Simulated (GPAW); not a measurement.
**GdO in GPAW: the effect of volume over the given one**

GdO:

```
CELL_PARAMETERS angstrom
0.00000 2.70000 2.70000
2.70000 0.00000 2.70000
2.70000 2.70000 0.00000
ATOMIC_POSITIONS crystal
Gd 0.00000 0.00000 0.00000
O 0.75000 0.75000 0.75000
```

Alike in all runs:

- Program: GPAW 26.7.0
- Task: phonons
- Functional: PBE
- Potentials or basis: GPAW PAW data sets (gpaw-data 1.2.1)
- Cutoff: 680 eV
- Basis: pw
- k mesh: 6 × 6 × 6
- Occupations: fermi-dirac, width 0.05 eV
- Spin: collinear spin, ferromagnetic start
- Starting moments: [7.0, 0.0] μB

Each run relaxes the cell or the atoms first.

```tsv
volume over the given one	pressure (GPa)	moment (μB)	highest phonon frequency (cm⁻¹)
1	-1.4	7.62	143
0.97	1.6	7.62	177
1.03	?	?	?
0.94	5.1	7.62	211
1.06	-6.2	7.60	30
0.9	9.8	6.89	324
```

Task: What does the run with volume over the given one 1.03 give?

Result: Pressure -4.0 GPa; moment 7.61 μB; highest phonon frequency 99 cm⁻¹.

Worked out: A parabola through the other rows of the pressure, of slope -81.9 GPa per unit of volume over the given one there, gives -3.9 GPa, against the run's -4.0. The moment follows no smooth curve through the other rows. A parabola through the other rows of the highest phonon frequency, of slope -1500 cm⁻¹ per unit of volume over the given one there, gives 78 cm⁻¹, against the run's 99.

Caveats: the cutoff is short for stress and forces, so pressures can be off by a GPa or more; one-centre terms of the f shell are cut off; a cell with one magnetic atom can't hold antiferromagnetic order, which such compounds often take; the cell is more than 3 GPa from zero pressure, which shifts response properties (some runs).
